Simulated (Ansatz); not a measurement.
# C2H4ClNSi, SMILES C=C=N[SiH2]Cl: a ladder of methods at one geometry

Program: Ansatz 0.2.0, Python API.

The cells in order, each with its output:

**Cell 1**
```python
from pathlib import Path

import ansatz as az
import numpy as np

geometry_ang = [
    ("C", (0.9821, 1.3681, 1.5739)),
    ("C", (0.5452, 0.4802, 0.7458)),
    ("N", (0.17, -0.3562, -0.0029)),
    ("Si", (-0.6113, -1.1955, -1.2237)),
    ("Cl", (-2.1705, -0.0268, -1.9909)),
    ("H", (0.4256, 2.3843, 1.5797)),
    ("H", (1.7932, 1.2452, 2.2359)),
    ("H", (-1.2756, -2.3989, -0.6426)),
    ("H", (0.2299, -1.5468, -2.2923)),
]
geometry = az.Crystal.molecule()
for symbol, xyz in geometry_ang:
    geometry = geometry.atom(symbol, xyz)

setup = geometry.calculation().basis(gaussian="def2-SVP")
```

**Cell 2**
```python
print("functional    E (Ha)        dipole (D)   HOMO (eV)  LUMO (eV)")
for name in ["cam_b3lyp", "hf", "r2scan", "revpbe"]:
    r = setup.functional(name).forces().orbitals().run(runs_dir="runs").report
    lines = Path(r["orbitals_path"]).read_text().splitlines()
    field_of = lambda key: [line.split("=")[1].strip() for line in lines if line.startswith(key)]
    orbitals = [(27.211386 * float(e), s, float(n)) for e, s, n in zip(field_of("Ene="), field_of("Spin="), field_of("Occup="))]
    homo = max(e for e, _, n in orbitals if n > 0.5)
    lumo = min(e for e, _, n in orbitals if n < 0.5)
    dipole = 4.803205 * np.linalg.norm(r["charge_distribution"]["dipole_moment_e_ang"])
    print(f"{name:10s} {r['free_energy_ev'] / 27.211386246:14.6f} {dipole:9.3f} {homo:11.3f} {lumo:10.3f}")
```
Output:
```text
functional    E (Ha)        dipole (D)   HOMO (eV)  LUMO (eV)
cam_b3lyp     -882.678915     1.316      -7.614     -0.100
hf            -880.625879     1.616      -9.061      2.587
r2scan        -882.601901     1.339      -5.479     -2.096
revpbe        -882.550120     1.206      -5.139     -2.200
```

Notes:
- These settings explore the input space; basis and method may be short of convergence.
- The geometry is a force-field or estimated start, not a minimum of this method, and the basis set is short of its limit. A lower total doesn't mark the better method: functionals have no common bound, and MP2 and coupled cluster aren't variational.
- Levels such as HOMO and LUMO are orbital energies: with these approximate functionals they aren't the ionisation energy and electron affinity, and their gap isn't the fundamental gap.
- Run time: 15 s on 1 thread of Arm Neoverse V2 (shared host), peak memory 0.29 GiB.

(Lines on the test bed's own set-up are left out of the output.)
